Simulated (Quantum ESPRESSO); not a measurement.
# SnSe2 (P-3m1) in Quantum ESPRESSO: reference runs, part 2 of 2

Quantum ESPRESSO 7.5. Earlier steps stand in the parts before.

**3. Single point, PBEsol (atoms moved at random, drawn with an rms of 0.05 Å)**

Input file pw.in:

```
&CONTROL
  calculation = 'scf'
  prefix = 'pwscf'
  outdir = './tmp'
  pseudo_dir = './pseudo'
  tprnfor = .true.
  tstress = .true.
  disk_io = 'nowf'
/
&SYSTEM
  ibrav = 0
  nat = 3
  ntyp = 2
  ecutwfc = 68
  ecutrho = 544
  nbnd = 20
  occupations = 'smearing'
  smearing = 'fd'
  degauss = 0.00367493
/
&ELECTRONS
  conv_thr = 6d-10
  electron_maxstep = 120
  mixing_beta = 0.5
/
ATOMIC_SPECIES
Sn   118.7100 sn_pbesol_v1.4.uspp.F.UPF
Se    78.9710 se_pbesol_v1.uspp.F.UPF
CELL_PARAMETERS angstrom
   3.8110000000    0.0000000000    0.0000000000
  -1.9055000000    3.3004228138    0.0000000000
   0.0000000000    0.0000000000    6.1360000000
ATOMIC_POSITIONS crystal
Sn    -0.0030730000   -0.0040420000   -0.0018790000
Se     0.6689860000    0.3423530000    0.7494690000
Se     0.3331800000    0.6684560000    0.2531690000
K_POINTS automatic
8 8 5 0 0 0
```

Potentials or basis: GBRV 1.5 PBEsol.

On the command line:

```sh
$ OMP_NUM_THREADS=1 mpirun -n 2 pw.x -nk 2 -in pw.in > pw.out
```

pw.out:

```text
This program is part of the open-source Quantum ESPRESSO suite
     for quantum simulation of materials; please cite
[... 10 lines left out ...]
     --------------------
     sticks:   dense  smooth     PW     G-vecs:    dense   smooth      PW
     Sum        1945     967    283               111651    39475    6015

     Using Slab Decomposition

     bravais-lattice index     =            0
     lattice parameter (alat)  =       7.2017  a.u.
     unit-cell volume          =     520.8234 (a.u.)^3
     number of atoms/cell      =            3
     number of atomic types    =            2
     number of electrons       =        26.00
     number of Kohn-Sham states=           20
     kinetic-energy cutoff     =      68.0000  Ry
     charge density cutoff     =     544.0000  Ry
     scf convergence threshold =      6.0E-10
     mixing beta               =       0.5000
     number of iterations used =            8  plain     mixing
     Exchange-correlation= SLA  PW   PSX  PSC
                           (   1   4  10   8   0   0   0)

     celldm(1)=   7.201746  celldm(2)=   0.000000  celldm(3)=   0.000000
     celldm(4)=   0.000000  celldm(5)=   0.000000  celldm(6)=   0.000000

     crystal axes: (cart. coord. in units of alat)
               a(1) = (   1.000000   0.000000   0.000000 )
               a(2) = (  -0.500000   0.866025   0.000000 )
               a(3) = (   0.000000   0.000000   1.610076 )

     reciprocal axes: (cart. coord. in units 2 pi/alat)
               b(1) = (  1.000000  0.577350 -0.000000 )
               b(2) = (  0.000000  1.154701  0.000000 )
               b(3) = (  0.000000 -0.000000  0.621089 )

     PseudoPot. # 1 for Sn read from file:
     sn_pbesol_v1.4.uspp.F.UPF
     Pseudo is Ultrasoft + core correction, Zval = 14.0
     Generated by new atomic code, or converted to UPF format
     Using radial grid of  891 points,  6 beta functions with:
                l(1) =   0
                l(2) =   0
                l(3) =   1
                l(4) =   1
                l(5) =   2
                l(6) =   2
     Q(r) pseudized with  8 coefficients,  rinner =    1.350   1.350   1.350
                                                       1.350   1.350

     PseudoPot. # 2 for Se read from file:
     se_pbesol_v1.uspp.F.UPF
     Pseudo is Ultrasoft + core correction, Zval =  6.0
     Generated by new atomic code, or converted to UPF format
     Using radial grid of  877 points,  6 beta functions with:
                l(1) =   0
                l(2) =   0
                l(3) =   1
                l(4) =   1
                l(5) =   2
                l(6) =   2
     Q(r) pseudized with  8 coefficients,  rinner =    1.300   1.300   1.300
                                                       1.300   1.300

     atomic species   valence    mass     pseudopotential
     Sn               14.00   118.71000     Sn( 1.00)
     Se                6.00    78.97100     Se( 1.00)

     No symmetry found

   Cartesian axes

     site n.     atom                  positions (alat units)
         1        Sn     tau(   1) = (  -0.0010520  -0.0035005  -0.0030253  )
         2        Se     tau(   2) = (   0.4978095   0.2964864   1.2067021  )
         3        Se     tau(   3) = (  -0.0010480   0.5788999   0.4076214  )

     number of k points=   162  Fermi-Dirac smearing, width (Ry)=  0.0037

     Number of k-points >= 100: set verbosity='high' to print them.

     Dense  grid:   111651 G-vectors     FFT dimensions: (  54,  54,  90)

     Smooth grid:    39475 G-vectors     FFT dimensions: (  40,  40,  64)

     Initial potential from superposition of free atoms

     starting charge      24.9998, renormalised to      26.0000
     Starting wfcs are   17 randomized atomic wfcs +    3 random wfcs

     Self-consistent Calculation

     iteration #  1     ecut=    68.00 Ry     beta= 0.50
     Davidson diagonalization with overlap
     ethr =  1.00E-02,  avg # of iterations =  7.3

     total energy              =    -245.47585058 Ry
     estimated scf accuracy    <       0.47770999 Ry

     iteration #  2     ecut=    68.00 Ry     beta= 0.50
     Davidson diagonalization with overlap
     ethr =  1.84E-03,  avg # of iterations =  2.2

     total energy              =    -245.58247820 Ry
     estimated scf accuracy    <       0.07321156 Ry

     iteration #  3     ecut=    68.00 Ry     beta= 0.50
     Davidson diagonalization with overlap
     ethr =  2.82E-04,  avg # of iterations =  3.0

     total energy              =    -245.59924321 Ry
     estimated scf accuracy    <       0.01112620 Ry

     iteration #  4     ecut=    68.00 Ry     beta= 0.50
     Davidson diagonalization with overlap
     c_bands:  1 eigenvalues not converged
     ethr =  4.28E-05,  avg # of iterations =  5.1

     total energy              =    -245.60094389 Ry
     estimated scf accuracy    <       0.00091083 Ry

     iteration #  5     ecut=    68.00 Ry     beta= 0.50
     Davidson diagonalization with overlap
     ethr =  3.50E-06,  avg # of iterations =  5.3

     total energy              =    -245.60103300 Ry
     estimated scf accuracy    <       0.00004782 Ry

     iteration #  6     ecut=    68.00 Ry     beta= 0.50
     Davidson diagonalization with overlap
     ethr =  1.84E-07,  avg # of iterations =  6.2

     total energy              =    -245.60107877 Ry
     estimated scf accuracy    <       0.00001012 Ry
[... 12 lines left out ...]
     total energy              =    -245.60108339 Ry
     estimated scf accuracy    <       0.00000005 Ry

     iteration #  9     ecut=    68.00 Ry     beta= 0.50
     Davidson diagonalization with overlap
     ethr =  1.78E-10,  avg # of iterations =  4.9

     total energy              =    -245.60108342 Ry
     estimated scf accuracy    <          3.6E-09 Ry

     iteration # 10     ecut=    68.00 Ry     beta= 0.50
     Davidson diagonalization with overlap
     ethr =  1.40E-11,  avg # of iterations =  5.6

     End of self-consistent calculation

     Number of k-points >= 100: set verbosity='high' to print the bands.

     the Fermi energy is     6.8966 ev

!    total energy              =    -245.60108343 Ry
     estimated scf accuracy    <          1.4E-10 Ry
     smearing contrib. (-TS)   =      -0.00000438 Ry
     internal energy E=F+TS    =    -245.60107904 Ry

     The total energy is F=E-TS. E is the sum of the following terms:
     one-electron contribution =     -92.69787640 Ry
     hartree contribution      =      61.29921577 Ry
     xc contribution           =    -101.46838640 Ry
     ewald contribution        =    -112.73403202 Ry

     convergence has been achieved in  10 iterations

     Forces acting on atoms (cartesian axes, Ry/au):

     atom    1 type  1   force =    -0.00047848    0.00793416    0.01242993
     atom    2 type  2   force =     0.00061845   -0.00657783   -0.02319566
     atom    3 type  2   force =    -0.00013998   -0.00135633    0.01076573

     Total force =     0.030284     Total SCF correction =     0.000026

     Computing stress (Cartesian axis) and pressure

          total   stress  (Ry/bohr**3)                   (kbar)     P=       18.09
   0.00008605   0.00000087  -0.00000344           12.66        0.13       -0.51
   0.00000087   0.00010131   0.00002459            0.13       14.90        3.62
  -0.00000344   0.00002459   0.00018152           -0.51        3.62       26.70

=------------------------------------------------------------------------------=
   JOB DONE.
=------------------------------------------------------------------------------=
```

Run time: 2.6 min. Hardware: 2 MPI ranks of Arm Neoverse V2, shared host; peak memory 0.74 GiB.

What came out:

```yaml
Free_energy: -3341.5730 eV
Pressure: 1.8 GPa
Largest_force: 0.620 eV/Å
Band_gap_on_the_k_mesh: 0.67 eV, indirect (least direct gap 0.99 eV)
```

Forces on the atoms (eV/Å):
```
Sn  -0.012  0.204  0.320
Se   0.016 -0.169 -0.596
Se  -0.004 -0.035  0.277
```

Stress tensor (GPa, compression positive):
```
 1.27  0.01 -0.05
 0.01  1.49  0.36
-0.05  0.36  2.67
```

Levels at points of the mesh, in eV from the valence-band top:
| k point | band 11 | band 12 | band 13 | band 14 | band 15 | band 16 |
| --- | --- | --- | --- | --- | --- | --- |
| (0.00, 0.00, 0.00) | -0.37 | -0.33 | -0.03 | 0.96 | 2.88 | 4.54 |
| (0.00, -0.50, 0.00) | -2.64 | -1.25 | -0.29 | 1.10 | 3.67 | 5.23 |
| (0.50, -0.50, 0.00) | -2.66 | -1.33 | -0.30 | 1.10 | 3.66 | 5.28 |
| (-0.50, 0.00, 0.00) | -2.65 | -1.31 | -0.30 | 1.10 | 3.66 | 5.27 |

Caveat: spin-orbit coupling is left out, which moves the levels of the heavy elements; an odd mesh through Γ misses points on the zone boundary, where band edges often lie.
